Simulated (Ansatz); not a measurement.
I need a comparison of magnetic orders of CrNi3, space group Pm-3m. Use the Ansatz DFT code, driven from Python. Settings (first run): PBEsol, PAW, the default cutoff (420 eV here), 7×7×7 k-points, Fermi-Dirac smearing of 0.1 eV, collinear spin, D3BJATM dispersion.

```xyz
4
Lattice="3.5446 0.0000 0.0000 0.0000 3.5446 0.0000 0.0000 0.0000 3.5446" Properties=species:S:1:pos:R:3 pbc="T T T"
Cr    0.0000    0.0000    0.0000
Ni    0.0000    1.7723    1.7723
Ni    1.7723    1.7723    0.0000
Ni    1.7723    0.0000    1.7723
```

The script, `orders_crni3.py`:
```python
"""Ferro, antiferro and non-magnetic states of CrNi3."""

from dataclasses import dataclass
import warnings

import ansatz as az
import numpy as np


@dataclass
class Settings:
    xc: str = "PBEsol"
    vdw: str = "d3bjatm"
    filling: str = "Fermi-Dirac"
    kgrid: tuple[int, ...] = (7, 7, 7)


opts = Settings()


def count_gap(report):
    # lowest empty less highest filled band, counting bands; zero where they overlap
    return max(report.get("gap_by_band_count_ev") or 0.0, 0.0)

CELL = [
    (3.544565, 0.0, 0.0),
    (0.0, 3.544565, 0.0),
    (0.0, 0.0, 3.544565),
]
ATOMS = [
    ("Cr", (0.0, 0.0, 0.0)),
    ("Ni", (0.0, 0.5, 0.5)),
    ("Ni", (0.5, 0.5, 0.0)),
    ("Ni", (0.5, 0.0, 0.5)),
]


def ordered(moments):
    crystal = az.Crystal(lattice=az.Lattice.of(CELL))
    for (symbol, position), moment in zip(ATOMS, moments):
        crystal = crystal.atom(symbol, position, moment=moment or None)
    return crystal


def main() -> None:
    warnings.simplefilter("ignore", az.DeckWarning)

    # starting moments in muB, one an atom
    orders = {
        "FM": [2.4, 1.2, 1.2, 1.2],
        "AFM": [2.4, 1.2, -1.2, -1.2],
        "AFM-alternating": [2.4, -1.2, 1.2, -1.2],
        "ferri": [2.4, 1.2, 1.2, -1.2],
    }

    rows = []
    for label, moments in orders.items():
        base = (
            ordered(moments).calculation()
            .pseudopotentials("paw")
            .functional(opts.xc, dispersion=opts.vdw)
            .occupations(opts.filling)
            .kpoints(*opts.kgrid)
            .spin("collinear")
            .band_table()
        )
        data = base.run(threads=1).report
        rows.append((label, data["free_energy_ev"], data["magnetization_mub"], data["absolute_magnetization_mub"], max(abs(m) for m in data["site_moments_mub"]), count_gap(data)))
        print(label, "site moments:", [round(m, 2) for m in data["site_moments_mub"]])

    lowest = min(row[1] for row in rows)
    rows = [(row[0], 1000 * (row[1] - lowest) / 4, *row[2:]) for row in sorted(rows, key=lambda row: row[1])]
    for row in rows:
        print("; ".join(f"{name} = {round(v, 4) if isinstance(v, float) else v}" for name, v in zip(["order", "meV/magnetic atom", "net muB", "absolute muB", "largest site muB", "gap by band count eV"], row)))
    print("lowest of these starts:", rows[0][0])


if __name__ == "__main__":
    main()
```

Running `python orders_crni3.py` prints:
```text
FM site moments: [2.06, 0.02, 0.02, 0.02]
AFM site moments: [2.06, 0.02, 0.02, 0.02]
AFM-alternating site moments: [2.06, 0.02, 0.02, 0.02]
ferri site moments: [2.06, 0.02, 0.02, 0.02]
order = ferri; meV/magnetic atom = 0.0; net muB = 2.2607; absolute muB = 2.6549; largest site muB = 2.0608; gap by band count eV = 0.0
order = FM; meV/magnetic atom = 0.0; net muB = 2.2607; absolute muB = 2.6549; largest site muB = 2.0608; gap by band count eV = 0.0
order = AFM-alternating; meV/magnetic atom = 0.0; net muB = 2.2607; absolute muB = 2.6549; largest site muB = 2.0608; gap by band count eV = 0.0
order = AFM; meV/magnetic atom = 0.0; net muB = 2.2607; absolute muB = 2.6549; largest site muB = 2.0608; gap by band count eV = 0.0
lowest of these starts: ferri
```

Caveats:
- Other magnetic orders than the one started from may lie lower.
- Dispersion corrections can be off by several per cent in the lattices of metals, and by several GPa in the pressure at a fixed cell.
- The mesh is modest for a metal, so energies can be off by several to tens of meV an atom and pressures by half a GPa or more; differences at equal mesh fare better.
- A gap by band count of zero or less means overlapping bands, a metal.
- This cell is a computed structure, which may not be the phase found in nature.
- Levels are Kohn-Sham eigenvalues on this mesh.
- Each row is the state reached from that start at the given structure, not necessarily the lowest of its order; other orders weren't tried.
- Hardware and time: 72 s on 1 thread of Arm Neoverse V1, on a shared host, peak memory 0.57 GiB.
